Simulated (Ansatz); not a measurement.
# W3O10: the cost of one run

Method: DFT PBE, scalar-relativistic, plane waves, PAW, in Ansatz 0.2.0.

1 further run of the same task is left out (set aside as unsound or not needed).

## 1. The starting structure

Symmetry: Fmm2, No. 42, orthorhombic system. The conventional cell has a = 7.496 Å, b = 12.918 Å, c = 7.779 Å, α = 90.00°, β = 90.00°, γ = 90.00°. W (site symmetry 2) is surrounded by 6 O at 1.86 to 2.03 Å. W (site symmetry mm2) has 6 O at 1.74 to 2.25 Å as nearest neighbours. Around O (site symmetry m) lie 2 W at 1.93 Å. Around O (site symmetry 1) lie 2 W at 1.94 to 1.95 Å. Around O (site symmetry 2) lie 2 W at 1.86 to 2.03 Å. O (site symmetry mm2) is surrounded by 1 W at 2.25 Å. O (site symmetry mm2) is surrounded by 1 W at 1.74 Å.

As a file:

```cif
data_structure
_symmetry_space_group_name_H-M 'Fmm2'
_symmetry_Int_Tables_number 42
_cell_length_a 7.4956
_cell_length_b 12.9180
_cell_length_c 7.7793
_cell_angle_alpha 90.000
_cell_angle_beta 90.000
_cell_angle_gamma 90.000
_cell_volume 753.26
loop_
_atom_site_label
_atom_site_type_symbol
_atom_site_symmetry_multiplicity
_atom_site_Wyckoff_symbol
_atom_site_fract_x
_atom_site_fract_y
_atom_site_fract_z
_atom_site_occupancy
W1 W 8 b 0.25000 0.25000 0.01718 1
W2 W 4 a 0.50000 0.00000 0.45187 1
O1 O 8 c 0.50000 0.21424 0.00731 1
O2 O 16 e 0.32104 0.39354 0.99707 1
O3 O 8 b 0.25000 0.25000 0.25617 1
O4 O 4 a 0.50000 0.00000 0.74094 1
O5 O 4 a 0.50000 0.00000 0.22760 1
```

(A quick probe on a coarse mesh, which set the mesh and smearing, is not shown.)

## 3. A loose first relaxation

input.yaml

```yaml
crystal:
  lattice:
    - [0.0, 6.459007, 3.889655]
    - [3.74781, 0.0, 3.889655]
    - [3.74781, 6.459007, 0.0]
  atoms:
    - { symbol: W, position: [0.01718, 0.01718, 0.48282] }
    - { symbol: W, position: [0.51718, 0.51718, 0.98282] }
    - { symbol: W, position: [0.951868, 0.951868, 0.048132] }
    - { symbol: O, position: [0.721551, 0.293067, 0.706933] }
    - { symbol: O, position: [0.293067, 0.721551, 0.278449] }
    - { symbol: O, position: [0.069561, 0.924575, 0.717511] }
    - { symbol: O, position: [0.924575, 0.069561, 0.288353] }
    - { symbol: O, position: [0.711647, 0.282489, 0.075425] }
    - { symbol: O, position: [0.282489, 0.711647, 0.930439] }
    - { symbol: O, position: [0.256173, 0.256173, 0.243827] }
    - { symbol: O, position: [0.756173, 0.756173, 0.743827] }
    - { symbol: O, position: [0.240936, 0.240936, 0.759064], spin: 1.62 }
    - { symbol: O, position: [0.7276, 0.7276, 0.2724] }
basis:
  ecutwfc: 420
kpoints:
  mp_grid: { grid: [4, 4, 4] }
hamiltonian:
  xc: pbe
scf:
  occupations: { method: gaussian, width: 0.1 }
  lower_state_search: "off"
output:
  forces: true
  stress: true
  eigenvalues: true
  populations: true
magnetization:
  spin_polarized: true
relax:
  adjacent_minimum: "off"
  f_tol: 0.04
  max_steps: 70
  cell: { stress_tol: 0.4 }
```

Launch:

```
$ ansatz run input.yaml --threads 4 --pin off --max-ram 8192MiB --backend cpu --events-out ev --progress --plain --runs-dir out
```

Q: Estimate wall time and peak memory on 4 threads of Arm Neoverse V1, shared host.

About 1.9 min, with a peak of 0.8 GiB.
